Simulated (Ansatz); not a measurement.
# CH7BFN: the cost of one run

Method: RKS PBE0-D4/def2-SVP, in Ansatz 0.2.0.

### Step 1. The system as given

Bond lengths: B1–F2 1.670 Å, B1–C3 1.600 Å, C3–H4 1.110 Å, C3–H5 1.110 Å, C3–H6 1.110 Å, B1–H7 1.190 Å, B1–N8 1.850 Å, N8–H9 1.060 Å, N8–H10 1.060 Å, N8–H11 1.170 Å. Angles (14 of 18 angles, heavy atoms first): F2–B1–C3 120.0°, F2–B1–N8 71.6°, C3–B1–N8 96.8°, F2–B1–H7 120.0°, C3–B1–H7 120.0°, H7–B1–N8 101.3°, B1–C3–H4 109.5°, B1–C3–H5 109.5°, B1–C3–H6 109.5°, B1–N8–H9 120.0°, B1–N8–H10 120.0°, B1–N8–H11 72.7°, H4–C3–H5 109.4°, H4–C3–H6 109.4°.

Coordinates:

```xyz
11

B     0.0000    0.0000    0.0000
F     0.0000    0.0000    1.6700
C     1.3856    0.0000   -0.8000
H     1.7152   -1.0462   -0.9702
H     1.2491    0.5080   -1.7774
H     2.1552    0.5381   -0.2082
H    -1.0305    0.0000   -0.5950
N     0.0829    1.7537    0.5833
H     0.4765    1.9752    1.5423
H    -0.2631    2.5370   -0.0414
H     0.0507    1.0726    1.5337
```

### Step 2. A restrained relaxation towards end A

Springs on the bonds that form and break draw the guess towards this end; the thresholds are loose.

Input file input.yaml:

```yaml
crystal:
  periodic: [false, false, false]
  atoms:
    - { symbol: B, position_ang: [0.0, 0.0, 0.0] }
    - { symbol: F, position_ang: [0.0, 0.0, 1.67] }
    - { symbol: C, position_ang: [1.3856, 0.0, -0.8] }
    - { symbol: H, position_ang: [1.7152, -1.0462, -0.9702] }
    - { symbol: H, position_ang: [1.2491, 0.508, -1.7774] }
    - { symbol: H, position_ang: [2.1552, 0.5381, -0.2082] }
    - { symbol: H, position_ang: [-1.0305, 0.0, -0.595] }
    - { symbol: "N", position_ang: [0.0829, 1.7537, 0.5833] }
    - { symbol: H, position_ang: [0.4765, 1.9752, 1.5423] }
    - { symbol: H, position_ang: [-0.2631, 2.537, -0.0414] }
    - { symbol: H, position_ang: [0.0507, 1.0726, 1.5337] }
basis:
  gaussian: { orbitals: def2-SVP }
hamiltonian:
  xc: pbe0
  dispersion: d4
relax:
  f_tol: 0.15
  max_steps: 25
  restrain:
    - { distance: [0, 7], at: 2.75, k: 30.0 }
    - { distance: [10, 1], at: 2.12, k: 30.0 }
    - { distance: [0, 1], at: 1.32, k: 30.0 }
    - { distance: [10, 7], at: 1.06, k: 30.0 }
```

Started as:

```
$ ansatz run input.yaml --threads 2 --pin off --max-ram 3072MiB --backend cpu --events-out ev --progress --plain --runs-dir out
```

**Question.** How long does this run take on 2 threads of Arm Neoverse V1, shared host, and how much memory does it need?

About 31 s, with a peak of 0.17 GiB.
